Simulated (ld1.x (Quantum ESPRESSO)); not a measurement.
# Ge: generating and testing a TM potential

Do these settings give a usable potential? It is generated, then checked for transferability, scattering, ghosts and hardness.

Program: ld1.x (Quantum ESPRESSO) 7.5. Reference atom: PBE, scalar-relativistic, spherical and spin-unpolarised. All values are calculated.

## 1. The atom and the settings

Typed settings, in words:

```
element                 : germanium (Ge, Z = 32)
type                    : norm-conserving Troullier–Martins (Kleinman–Bylander form)
frozen core             : [Ar] 3d10
valence charge          : 4
reference configuration : 4s2 4p2
partial waves           : 4s (bound): rc 1.18 bohr; 4p (bound): rc 1.14 bohr
local potential         : all-electron potential smoothed inside 1.18 bohr (lloc = -1)
core correction         : not asked for
```

The outer shells as boxes (Hund's rule for the drawing; the calculation is spin-unpolarised):

```
[Ar] core
3d [↑↓][↑↓][↑↓][↑↓][↑↓]
4s [↑↓]
4p [↑ ][↑ ][  ]
```

## 2. Generation

The input, Ge.in:

```
 &input
   title='Ge', zed=32., rel=1, dft='PBE', iswitch=3,
   config='[Ar] 3d10 4s2 4p2',
   nld=2, rlderiv=1.30, eminld=-3.0, emaxld=5.0, deld=0.02
 /
 &inputp
   pseudotype=2, tm=.true., lloc=-1, rcloc=1.18,
   nlcc=.false.,
   file_pseudopw='Ge.UPF', file_wfcaegen='ae.wfc', file_wfcncgen='nc.wfc', file_beta='beta', file_chi='chi'
 /
2
4S  1  0   2.00   0.00  1.18  1.18  0.0
4P  2  1   2.00   0.00  1.14  1.14  0.0
 &test
   configts(1)='4s2 4p2'
 /
```

On the command line:

```console
ld1.x < Ge.in > Ge.out
```

Output in Ge.out (without the banner and most projector matrices):

```text
     Program LD1 v.7.5
     --------------------------- All-electron run ----------------------------

     Ge
     scalar relativistic calculation

     atomic number is 32.00
     dft =PBE   lsd =0 sic =0 latt =0  beta=0.20 tr2=1.0E-14
     Exchange-correlation= PBE
                           (   1   4   3   4   0   0   0)
     mesh =1207 r(mesh) = 100.41023 a.u. xmin = -7.00 dx = 0.01250
     1 Ry =  13.60569312 eV, c = 137.03599908

     n l     nl                  e(Ry)          e(Ha)          e(eV)
     1 0     1S 1( 2.00)      -805.6314      -402.8157    -10961.1741
     2 0     2S 1( 2.00)      -100.8250       -50.4125     -1371.7939
     2 1     2P 1( 6.00)       -88.1036       -44.0518     -1198.7111
     3 0     3S 1( 2.00)       -12.3839        -6.1919      -168.4909
     3 1     3P 1( 6.00)        -8.4979        -4.2490      -115.6205
     3 2     3D 1(10.00)        -2.1543        -1.0772       -29.3109
     4 0     4S 1( 2.00)        -0.8622        -0.4311       -11.7311
     4 1     4P 1( 2.00)        -0.2863        -0.1431        -3.8953

     final scf error:  3.0E-15 reached in  36 iterations

     Etot =   -4197.669992 Ry,   -2098.834996 Ha,  -57112.209742 eV

     Ekin =    4273.695468 Ry,    2136.847734 Ha,   58146.589038 eV
     Encl =  -10116.689522 Ry,   -5058.344761 Ha, -137644.573051 eV
     Eh   =    1804.321722 Ry,     902.160861 Ha,   24549.047641 eV
     Exc  =    -158.997660 Ry,     -79.498830 Ha,   -2163.273369 eV

     normalization and overlap integrals

     s(1S/1S) =  1.000000  <r> =   0.0470  <r2> =    0.0030  r(max) =   0.0309
     s(2S/2S) =  1.000000  <r> =   0.2100  <r2> =    0.0520  r(max) =   0.1754
     s(2P/2P) =  1.000000  <r> =   0.1837  <r2> =    0.0414  r(max) =   0.1418
     s(3S/3S) =  1.000000  <r> =   0.6242  <r2> =    0.4495  r(max) =   0.5402
     s(3P/3P) =  1.000000  <r> =   0.6470  <r2> =    0.4929  r(max) =   0.5402
     s(3D/3D) =  1.000000  <r> =   0.7365  <r2> =    0.6969  r(max) =   0.5012
     s(4S/4S) =  1.000000  <r> =   2.1162  <r2> =    5.1841  r(max) =   1.7494
     s(4P/4P) =  1.000000  <r> =   2.8993  <r2> =   10.0650  r(max) =   2.2184

     ------------------------ End of All-electron run ------------------------

     --------------------- Generating NC pseudopotential ---------------------

      Generating local potential from pseudized AE potential:
      Matching radius rcloc =   1.1800

      Local pseudo, rcloc= 1.173 Estimated cut-off energy=    17.93 Ry

      Wfc   4S  rcut= 1.173  Using Troullier-Martins method

      Wfc   4P  rcut= 1.144  Using Troullier-Martins method

     ------------------- End of pseudopotential generation -------------------

     [... the all-electron block is printed once more ...]


     Computing logarithmic derivative in   1.30413
     Computing logarithmic derivative in   1.30413
     Computing the partial wave expansion
     R is outside the sphere for l=    0 j= 0.00
     R is outside the sphere for l=    1 j= 0.00

     ---------------------- Testing the pseudopotential ----------------------

     Ge
     scalar relativistic calculation

     atomic number is 32.00   valence charge is  4.00
     dft =PBE   lsd =0 sic =0 latt =0  beta=0.20 tr2=1.0E-14
     mesh =1207 r(mesh) = 100.41023 xmin = -7.00 dx = 0.01250

     n l     nl             e AE (Ry)        e PS (Ry)    De AE-PS (Ry)
     1 0     4S   1( 2.00)       -0.86222       -0.86221       -0.00002
     2 1     4P   1( 2.00)       -0.28630       -0.28628       -0.00002

     eps = 1.0E-16  iter =  6

     Etot =   -4197.669992 Ry,   -2098.834996 Ha,  -57112.209742 eV
     Etotps =    -7.550502 Ry,      -3.775251 Ha,    -102.729808 eV

     Ekin =       4.610465 Ry,       2.305232 Ha,      62.728572 eV
     Encl =     -17.146798 Ry,      -8.573399 Ha,    -233.294069 eV
     Ehrt =       5.829164 Ry,       2.914582 Ha,      79.309814 eV
     Ecxc =      -1.999303 Ry,      -0.999652 Ha,     -27.201907 eV
     Epseu=       1.155971 Ry,       0.577985 Ha,      15.727782 eV

     ---------------------- End of pseudopotential test ----------------------
```

It took 1.9 s on 1 thread of Neoverse-N1, shared host. (Generation and the later configuration tests together.)

Partial waves on a coarse radial grid (AE all-electron, PS pseudo):

```tsv
r (bohr)	4p AE	4p PS	4s AE	4s PS
0.059	0.1042	0.0217	-0.0069	0.0651
0.118	0.1462	0.0788	0.1953	0.1249
0.177	0.0839	0.1509	0.1807	0.1747
0.236	-0.0206	0.2124	0.0383	0.2109
0.295	-0.1204	0.2444	-0.1257	0.2321
0.354	-0.1939	0.2418	-0.2542	0.2388
0.413	-0.2353	0.2137	-0.3276	0.2343
0.472	-0.2467	0.1749	-0.3471	0.2229
0.531	-0.2339	0.1379	-0.3223	0.2094
0.590	-0.2030	0.1093	-0.2653	0.1979
0.649	-0.1595	0.0907	-0.1871	0.1914
0.708	-0.1082	0.0815	-0.0968	0.1923
0.767	-0.0525	0.0810	-0.0014	0.2025
0.826	0.0051	0.0894	0.0943	0.2238
0.885	0.0625	0.1077	0.1867	0.2578
0.944	0.1186	0.1371	0.2734	0.3049
1.003	0.1723	0.1771	0.3533	0.3631
1.062	0.2231	0.2235	0.4254	0.4270
1.121	0.2705	0.2706	0.4895	0.4895
1.180	0.3146	0.3146	0.5456	0.5456
1.239	0.3551	0.3551	0.5939	0.5939
1.298	0.3921	0.3921	0.6349	0.6349
1.357	0.4257	0.4257	0.6690	0.6690
1.416	0.4560	0.4560	0.6967	0.6967
1.475	0.4831	0.4831	0.7185	0.7185
1.534	0.5072	0.5072	0.7351	0.7351
```

## 3. Transferability test

The input, Ge.test.in:

```
 &input
   title='Ge', zed=32., rel=1, dft='PBE', iswitch=2,
   config='[Ar] 3d10 4s2 4p2'
 /
 &test
   file_pseudo='Ge.UPF', nconf=8,
   configts(1)='4s2 4p2',
   configts(2)='4s2 4p1',
   configts(3)='4s2 4p0',
   configts(4)='4s1 4p0',
   configts(5)='4s2 4p2.3',
   configts(6)='4s2 4p1.5',
   configts(7)='4s1 4p3',
   configts(8)='4s1 4p2'
 /
```

On the command line:

```console
ld1.x < Ge.test.in > Ge.test.out
```

Ge.test.out, the pseudopotential blocks:

```text
     ---------------------- Testing the pseudopotential ----------------------

     Ge
     scalar relativistic calculation

     atomic number is 32.00   valence charge is  4.00
     dft =PBE   lsd =0 sic =0 latt =0  beta=0.20 tr2=1.0E-14
     mesh =1207 r(mesh) = 100.41023 xmin = -7.00 dx = 0.01250

     n l     nl             e AE (Ry)        e PS (Ry)    De AE-PS (Ry)
     1 0     4S   1( 2.00)       -0.86222       -0.86221       -0.00002
     2 1     4P   1( 2.00)       -0.28630       -0.28628       -0.00002

     eps = 9.9E-17  iter =  6

     Etot =   -4197.669992 Ry,   -2098.834996 Ha,  -57112.209742 eV
     Etotps =    -7.550502 Ry,      -3.775251 Ha,    -102.729808 eV

     Ekin =       4.610465 Ry,       2.305232 Ha,      62.728572 eV
     Encl =     -17.146798 Ry,      -8.573399 Ha,    -233.294069 eV
     Ehrt =       5.829164 Ry,       2.914582 Ha,      79.309814 eV
     Ecxc =      -1.999303 Ry,      -0.999652 Ha,     -27.201907 eV
     Epseu=       1.155971 Ry,       0.577985 Ha,      15.727782 eV

     ---------------------- End of pseudopotential test ----------------------

     ---------------------- Testing the pseudopotential ----------------------

     Ge
     scalar relativistic calculation

     atomic number is 32.00   valence charge is  4.00
     dft =PBE   lsd =0 sic =0 latt =0  beta=0.20 tr2=1.0E-14
     mesh =1207 r(mesh) = 100.41023 xmin = -7.00 dx = 0.01250

     n l     nl             e AE (Ry)        e PS (Ry)    De AE-PS (Ry)
     1 0     4S   1( 2.00)       -1.45956       -1.46143        0.00187
     2 1     4P   1( 1.00)       -0.82628       -0.82663        0.00035

     eps = 7.5E-15  iter = 16

     Etot =   -4197.122869 Ry,   -2098.561434 Ha,  -57104.765750 eV
     Etotps =    -7.003227 Ry,      -3.501613 Ha,     -95.283751 eV
     dEtot_ae =       0.547123 Ry
     dEtot_ps =       0.547275 Ry,   Delta E=      -0.000152 Ry

     Ekin =       3.706812 Ry,       1.853406 Ha,      50.433744 eV
     Encl =     -14.275167 Ry,      -7.137583 Ha,    -194.223541 eV
     Ehrt =       3.697458 Ry,       1.848729 Ha,      50.306482 eV
     Ecxc =      -1.555705 Ry,      -0.777853 Ha,     -21.166449 eV
     Epseu=       1.423376 Ry,       0.711688 Ha,      19.366013 eV

     ---------------------- End of pseudopotential test ----------------------

     ---------------------- Testing the pseudopotential ----------------------

     Ge
     scalar relativistic calculation

     atomic number is 32.00   valence charge is  4.00
     dft =PBE   lsd =0 sic =0 latt =0  beta=0.20 tr2=1.0E-14
     mesh =1207 r(mesh) = 100.41023 xmin = -7.00 dx = 0.01250

     n l     nl             e AE (Ry)        e PS (Ry)    De AE-PS (Ry)
     1 0     4S   1( 2.00)       -2.14976       -2.15426        0.00449
     2 1     4P   1( 0.00)       -1.45571       -1.45494       -0.00077

     eps = 2.0E-15  iter = 12

     Etot =   -4195.988126 Ry,   -2097.994063 Ha,  -57089.326796 eV
     Etotps =    -5.867935 Ry,      -2.933968 Ha,     -79.837325 eV
     dEtot_ae =       1.681865 Ry
     dEtot_ps =       1.682566 Ry,   Delta E=      -0.000701 Ry

     Ekin =       1.897898 Ry,       0.948949 Ha,      25.822221 eV
     Encl =     -10.490335 Ry,      -5.245168 Ha,    -142.728280 eV
     Ehrt =       1.852627 Ry,       0.926314 Ha,      25.206280 eV
     Ecxc =      -1.041104 Ry,      -0.520552 Ha,     -14.164944 eV
     Epseu=       1.912979 Ry,       0.956489 Ha,      26.027398 eV

     ---------------------- End of pseudopotential test ----------------------

     ---------------------- Testing the pseudopotential ----------------------

     Ge
     scalar relativistic calculation

     atomic number is 32.00   valence charge is  4.00
     dft =PBE   lsd =0 sic =0 latt =0  beta=0.20 tr2=1.0E-14
     mesh =1207 r(mesh) = 100.41023 xmin = -7.00 dx = 0.01250

     n l     nl             e AE (Ry)        e PS (Ry)    De AE-PS (Ry)
     1 0     4S   1( 1.00)       -2.97339       -2.95529       -0.01811  !
     2 1     4P   1( 0.00)       -2.20993       -2.19382       -0.01611  !

     eps = 7.2E-15  iter = 20

     Etot =   -4193.431031 Ry,   -2096.715516 Ha,  -57054.535744 eV
     Etotps =    -3.313018 Ry,      -1.656509 Ha,     -45.075902 eV
     dEtot_ae =       4.238961 Ry
     dEtot_ps =       4.237484 Ry,   Delta E=       0.001477 Ry

     Ekin =       1.016916 Ry,       0.508458 Ha,      13.835843 eV
     Encl =      -5.386138 Ry,      -2.693069 Ha,     -73.282137 eV
     Ehrt =       0.482008 Ry,       0.241004 Ha,       6.558050 eV
     Ecxc =      -0.446892 Ry,      -0.223446 Ha,      -6.080274 eV
     Epseu=       1.021088 Ry,       0.510544 Ha,      13.892616 eV

     ---------------------- End of pseudopotential test ----------------------

     ---------------------- Testing the pseudopotential ----------------------

     Ge
     scalar relativistic calculation

     atomic number is 32.00   valence charge is  4.00
     dft =PBE   lsd =0 sic =0 latt =0  beta=0.20 tr2=1.0E-14
     mesh =1207 r(mesh) = 100.41023 xmin = -7.00 dx = 0.01250

     n l     nl             e AE (Ry)        e PS (Ry)    De AE-PS (Ry)
     1 0     4S   1( 2.00)       -0.70960       -0.70942       -0.00018
     2 1     4P   1( 2.30)       -0.14906       -0.14910        0.00004

     eps = 8.2E-15  iter = 13

     Etot =   -4197.734933 Ry,   -2098.867466 Ha,  -57113.093307 eV
     Etotps =    -7.615448 Ry,      -3.807724 Ha,    -103.613444 eV
     dEtot_ae =      -0.064941 Ry
     dEtot_ps =      -0.064946 Ry,   Delta E=       0.000005 Ry

     Ekin =       4.732244 Ry,       2.366122 Ha,      64.385458 eV
     Encl =     -17.813614 Ry,      -8.906807 Ha,    -242.366562 eV
     Ehrt =       6.461685 Ry,       3.230843 Ha,      87.915707 eV
     Ecxc =      -2.106952 Ry,      -1.053476 Ha,     -28.666541 eV
     Epseu=       1.111189 Ry,       0.555594 Ha,      15.118495 eV

     ---------------------- End of pseudopotential test ----------------------

     ---------------------- Testing the pseudopotential ----------------------

     Ge
     scalar relativistic calculation

     atomic number is 32.00   valence charge is  4.00
     dft =PBE   lsd =0 sic =0 latt =0  beta=0.20 tr2=1.0E-14
     mesh =1207 r(mesh) = 100.41023 xmin = -7.00 dx = 0.01250

     n l     nl             e AE (Ry)        e PS (Ry)    De AE-PS (Ry)
     1 0     4S   1( 2.00)       -1.14653       -1.14717        0.00064
     2 1     4P   1( 1.50)       -0.54268       -0.54271        0.00003

     eps = 6.2E-15  iter = 14

     Etot =   -4197.464058 Ry,   -2098.732029 Ha,  -57109.407861 eV
     Etotps =    -7.344545 Ry,      -3.672272 Ha,     -99.927622 eV
     dEtot_ae =       0.205934 Ry
     dEtot_ps =       0.205957 Ry,   Delta E=      -0.000022 Ry

     Ekin =       4.259707 Ry,       2.129854 Ha,      57.956270 eV
     Encl =     -15.829459 Ry,      -7.914730 Ha,    -215.370762 eV
     Ehrt =       4.749454 Ry,       2.374727 Ha,      64.619616 eV
     Ecxc =      -1.790627 Ry,      -0.895314 Ha,     -24.362727 eV
     Epseu=       1.266380 Ry,       0.633190 Ha,      17.229981 eV

     ---------------------- End of pseudopotential test ----------------------

     ---------------------- Testing the pseudopotential ----------------------

     Ge
     scalar relativistic calculation

     atomic number is 32.00   valence charge is  4.00
     dft =PBE   lsd =0 sic =0 latt =0  beta=0.20 tr2=1.0E-14
     mesh =1207 r(mesh) = 100.41023 xmin = -7.00 dx = 0.01250

     n l     nl             e AE (Ry)        e PS (Ry)    De AE-PS (Ry)
     1 0     4S   1( 1.00)       -0.93246       -0.92907       -0.00339
     2 1     4P   1( 3.00)       -0.33685       -0.33701        0.00016

     eps = 8.1E-15  iter = 29

     Etot =   -4197.084042 Ry,   -2098.542021 Ha,  -57104.237489 eV
     Etotps =    -6.966157 Ry,      -3.483079 Ha,     -94.779399 eV
     dEtot_ae =       0.585950 Ry
     dEtot_ps =       0.584344 Ry,   Delta E=       0.001606 Ry

     Ekin =       5.794903 Ry,       2.897451 Ha,      78.843669 eV
     Encl =     -16.407803 Ry,      -8.203902 Ha,    -223.239533 eV
     Ehrt =       5.582076 Ry,       2.791038 Ha,      75.948014 eV
     Ecxc =      -1.925614 Ry,      -0.962807 Ha,     -26.199319 eV
     Epseu=      -0.009719 Ry,      -0.004859 Ha,      -0.132230 eV

     ---------------------- End of pseudopotential test ----------------------

     ---------------------- Testing the pseudopotential ----------------------

     Ge
     scalar relativistic calculation

     atomic number is 32.00   valence charge is  4.00
     dft =PBE   lsd =0 sic =0 latt =0  beta=0.20 tr2=1.0E-14
     mesh =1207 r(mesh) = 100.41023 xmin = -7.00 dx = 0.01250

     n l     nl             e AE (Ry)        e PS (Ry)    De AE-PS (Ry)
     1 0     4S   1( 1.00)       -1.53157       -1.52801       -0.00357
     2 1     4P   1( 2.00)       -0.88375       -0.88463        0.00088

     eps = 2.6E-15  iter = 23

     Etot =   -4196.482228 Ry,   -2098.241114 Ha,  -57096.049396 eV
     Etotps =    -6.363851 Ry,      -3.181925 Ha,     -86.584602 eV
     dEtot_ae =       1.187763 Ry
     dEtot_ps =       1.186651 Ry,   Delta E=       0.001113 Ry

     Ekin =       5.091755 Ry,       2.545878 Ha,      69.276862 eV
     Encl =     -13.607234 Ry,      -6.803617 Ha,    -185.135846 eV
     Ehrt =       3.489748 Ry,       1.744874 Ha,      47.480434 eV
     Ecxc =      -1.478943 Ry,      -0.739471 Ha,     -20.122040 eV
     Epseu=       0.140823 Ry,       0.070411 Ha,       1.915988 eV

     ---------------------- End of pseudopotential test ----------------------
```

The tests as a table, with energies relative to 4s2 4p2.

```csv
valence configuration,charge,ΔE all-electron (eV),error AE − PS (meV)
4s2 4p1,+1,7.444,-2.1
4s2 4p0,+2,22.883,-9.5
4s1 4p0,+3,57.674,+20
4s2 4p2.3,-0.3,-0.884,+0.1
4s2 4p1.5,+0.5,2.802,-0.3
4s1 4p3,0,7.972,+22
4s1 4p2,+1,16.160,+15
```

## 4. Logarithmic derivatives

Taken from the files of the generation run. The phase is arctan(r·u′/u) with u = r·R, unwrapped, with energies in Ry. A pole is an energy at which the radial function vanishes at the test radius. The pseudo phase is shifted by a multiple of π to meet the all-electron one at the reference energy. Levels narrower than the energy grid can be missing from the poles. The last column is the largest difference on the grid between −1 and +1 Ry.

| channel | radius (bohr) | reference (Ry) | poles AE | poles PS | window around the reference with phases within 0.05 rad (Ry) | largest difference near zero (rad) |
| --- | --- | --- | --- | --- | --- | --- |
| s | 1.30 | -0.86 | none | -2.29 | -1.9 to 0.6 | 0.065 |
| p | 1.30 | -0.29 | none | 3.00 | below 1.0 | 0.036 |

Phases (rad) along the scan:

```tsv
E (Ry)	s AE	s PS	p AE	p PS
-3.00	1.131	4.153	1.262	1.232
-2.52	1.097	3.909	1.241	1.218
-2.04	1.057	1.151	1.218	1.202
-1.56	1.009	1.025	1.193	1.183
-1.08	0.951	0.952	1.165	1.159
-0.60	0.879	0.881	1.132	1.131
-0.12	0.789	0.800	1.093	1.093
0.36	0.674	0.705	1.048	1.040
0.84	0.526	0.591	0.994	0.958
1.32	0.340	0.454	0.927	0.803
1.80	0.116	0.291	0.843	0.398
2.28	-0.133	0.104	0.737	-0.717
2.76	-0.378	-0.097	0.600	-1.427
3.24	-0.595	-0.298	0.425	-1.663
3.72	-0.772	-0.485	0.208	-1.780
4.20	-0.912	-0.647	-0.041	-1.856
4.68	-1.021	-0.784	-0.298	-1.915
```

## 5. Cutoff and ghost test in a Bessel basis

A separate test, outside the generator: the pseudo-atom's Hamiltonian at the reference potential is diagonalised in spherical Bessel functions j_l(qr) that vanish at 20 bohr, with q² up to the cutoff.

All-electron valence levels (Ry): 4s -0.8622, 4p -0.2863. The lowest levels of each channel (Ry) by cutoff; the last column sums, over occupied levels, occupation times the distance from the level at 400 Ry. A positive value at high cutoff is not a bound level.

```tsv
cutoff (Ry)	s #1	s #2	p #1	p #2	d #1	f #1	Σ f·Δε (mRy)
8	-0.7587	-0.0246	-5.3128	-0.0611	0.0521	0.1080	659.2
15	-0.8758	-0.0324	-11.1401	-0.1241	0.0512	0.1080	350.4
25	-0.9568	-0.0390	-13.2631	-0.1522	0.0504	0.1080	456.3
40	-1.6353	-0.7753	-13.7052	-0.1554	0.0499	0.1080	437.2
55	-2.2628	-0.8564	-17.3937	-0.1600	0.0498	0.1080	265.8
80	-2.3531	-0.8605	-30.1921	-0.1852	0.0497	0.1080	207.3
110	-2.3535	-0.8608	-42.6516	-0.2180	0.0497	0.1080	141.1
160	-2.3603	-0.8621	-56.7547	-0.2611	0.0497	0.1080	52.3
230	-2.3624	-0.8626	-64.3821	-0.2856	0.0497	0.1080	2.5
260	-2.3636	-0.8628	-64.6356	-0.2864	0.0497	0.1080	0.3
350	-2.3641	-0.8629	-64.6520	-0.2864	0.0497	0.1080	0.0
400	-2.3641	-0.8629	-64.6521	-0.2864	0.0497	0.1080	0.0
```

The sum stays within 10 mRy from 230 Ry and within 1 mRy from 260 Ry. The sum leaves out empty levels, which can need more. Ghost test: ghost states, bound below the all-electron valence or empty levels of the same l: p at -879.6 eV, s at -32.2 eV.

## 6. Outcome

| quantity | value |
| --- | --- |
| cutoffs for 10 and 1 mRy, occupied levels | 230 Ry and 260 Ry |
| bound ghosts | p at -879.64 eV, s at -32.17 eV |
| largest test error (AE − PS) | +22 meV, for 4s1 4p3 |
| largest phase difference near zero energy, channels read | 0.065 rad |

**Reading.** A bound ghost (p, s) makes it unfit for use: electrons can fall into a state that the atom doesn't have. By total energies transferability is good: the largest error is 22 meV on 8.0 eV, for 4s1 4p3. Atomic tests can pass in spite of a ghost, since they solve only for the levels asked. The potential is very hard: the looser tolerance needs 230 Ry. The slowest occupied level is 4p: taken alone it needs 230 Ry to come within 1 mRy, against 160 Ry for 4s. Of the channels read, s scatters worst near zero energy, by up to 0.07 rad. The pseudo curves have a pole with no partner nearby in the atom's: s at -2.29 Ry.
